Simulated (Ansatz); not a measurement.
**CHBrSe: one species, many methods**

An exercise on one series of results from a longer session: the logs are not shown, and one member is left open.

Computed with Ansatz 0.2.0, Gaussian basis. Level: functionals in def2-TZVPP, the program's frozen cores in correlated methods.

Levels to be run: LDA (SPW92), PBE-D4, revPBE-D4, BLYP-D4, r2SCAN-D4, B97M-V, PBE0-D4, B3LYP-D4, r2SCANh-D4, r2SCAN0-D4, HSE06-D4, BHLYP-D4, CAM-B3LYP-D4, LC-ωPBE, ωB97X-V, ωB97M-V, B2PLYP, PBE-QIDH; CCSD(T)/def2-SVP; CCSD(T)/def2-TZVPP; MP2/def2-QZVPP; extrapolation to the limit; RPA on PBE.

### The geometry

All runs share one geometry, relaxed beforehand with PBE0-D4 in a triple-zeta def2 set.

4 atoms, charge 0, spin multiplicity 1.

Atoms are counted from 1 here; the program's logs count them from 0.

Bond lengths: Se1–C2 1.736 Å, C2–Br3 1.876 Å, C2–H4 1.086 Å. Angles: Se1–C2–Br3 126.8°, Se1–C2–H4 123.3°, Br3–C2–H4 110.0°.

Set-up of the first run:

Input file in.yaml:

```yaml
crystal:
  periodic: [false, false, false]
  atoms:
    - {symbol: Se, position_ang: [0.878319, -0.764891, 1.302871]}
    - {symbol: C, position_ang: [-0.055596, -0.145447, -0.022906]}
    - {symbol: Br, position_ang: [0.018232, 1.588393, -0.734879]}
    - {symbol: H, position_ang: [-0.785355, -0.738354, -0.565385]}
basis:
  gaussian: {orbitals: def2-TZVPP}
hamiltonian: {xc: lda}
output: {orbitals: {seedname: orbitals}}
```

The run is started by

```console
> ansatz run in.yaml --threads 2 --pin off --events-out ev --progress --plain --max-ram 4352MiB
```

Among the steps run: LDA; PBE-D4 (GGA); revPBE-D4 (GGA); BLYP-D4 (GGA); r2SCAN-D4 (meta-GGA); B97M-V (meta-GGA); B3LYP-D4 (hybrid); r2SCANh-D4 (hybrid); r2SCAN0-D4 (hybrid); HSE06-D4 (hybrid); BHLYP-D4 (hybrid); CAM-B3LYP-D4 (range-separated); LC-ωPBE (range-separated); ωB97X-V (range-separated); ωB97M-V (range-separated); B2PLYP (double hybrid); PBE-QIDH (double hybrid).

One of the session's tables, all rows but one given; the rest of the session is left out.

It belongs to the step «Frontier levels by functional». 

```
  functional  HOMO (eV)  LUMO (eV)  gap (eV)
 LDA (SPW92)      -5.86      -3.98      1.88
      PBE-D4      -5.70      -3.77      1.93
   revPBE-D4      -5.64      -3.70      1.95
     BLYP-D4      -5.52      -3.62      1.90
   r2SCAN-D4      -5.94      -3.74      2.20
      B97M-V      -6.01      -3.62      2.38
     PBE0-D4      -6.84      -2.99      3.85
    B3LYP-D4      -6.59      -3.16      3.44
  r2SCANh-D4      -6.37      -3.44      2.93
  r2SCAN0-D4      -7.00      -2.98      4.02
    HSE06-D4      -6.45      -3.37      3.08
    BHLYP-D4      -7.81      -2.02      5.79
CAM-B3LYP-D4          ?          ?         ?
     LC-ωPBE      -9.47      -0.88      8.60
     ωB97X-V      -9.11      -0.89      8.22
     ωB97M-V      -8.97      -0.92      8.05
```

Q: Estimate the row for CAM-B3LYP-D4 from the others.

**Answer.** HOMO (eV): -8.10; LUMO (eV): -1.90; gap (eV): 6.20. In the column «HOMO (eV)» it lies between ωB97M-V (-8.97) and BHLYP-D4 (-7.81).
